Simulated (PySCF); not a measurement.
# C7H14 (2-ethyl-3-methylbut-1-ene): the cost of one run

Programs: PySCF 2.14.0, with routines of our own; each step states its level. All values are computed. Atoms count from 0.

## Step 1: The starting structure

21 atoms, charge 0, multiplicity 1; geometry from: GFN2-xTB.

## Step 2: Optimising the geometry at PBE0-D3(BJ)/def2-SVP

What the job is given:

```
{"job": {"xc": "PBE0", "basis": "def2-SVP", "d3": "d3bj", "grid": 2, "kind": "geom"}, "charge": 0, "multiplicity": 1}
C      0.278213    -0.923517    -1.142812
C      0.266251    -0.141199    -0.076278
C      1.500523     0.456524     0.544460
C      2.812852     0.144156    -0.161367
C     -1.025400     0.237635     0.622717
C     -1.784105    -1.000627     1.102604
C     -1.904495     1.089805    -0.295374
H      1.183246    -1.198437    -1.653191
H     -0.627940    -1.331820    -1.557073
H      1.365180     1.542702     0.584900
H      1.558686     0.107974     1.581346
H      2.791936     0.505769    -1.186684
H      3.636401     0.631048     0.356674
H      3.000662    -0.926823    -0.169634
H     -0.775474     0.840051     1.503424
H     -1.150994    -1.607408     1.746613
H     -2.668226    -0.705969     1.664052
H     -2.099669    -1.610689     0.260604
H     -2.805570     1.404952     0.227043
H     -2.196229     0.525852    -1.177746
H     -1.364766     1.976963    -0.620045
```

Launch:

```console
$ OMP_NUM_THREADS=1 python excited_run.py task.json out
```

The driver reads the jobs from task.json and runs them one after another.

Q: Estimate the wall time and peak memory of this first job on 1 thread of Intel Xeon 6975P-C, shared host.

About 52 s, with a peak of 0.84 GiB.
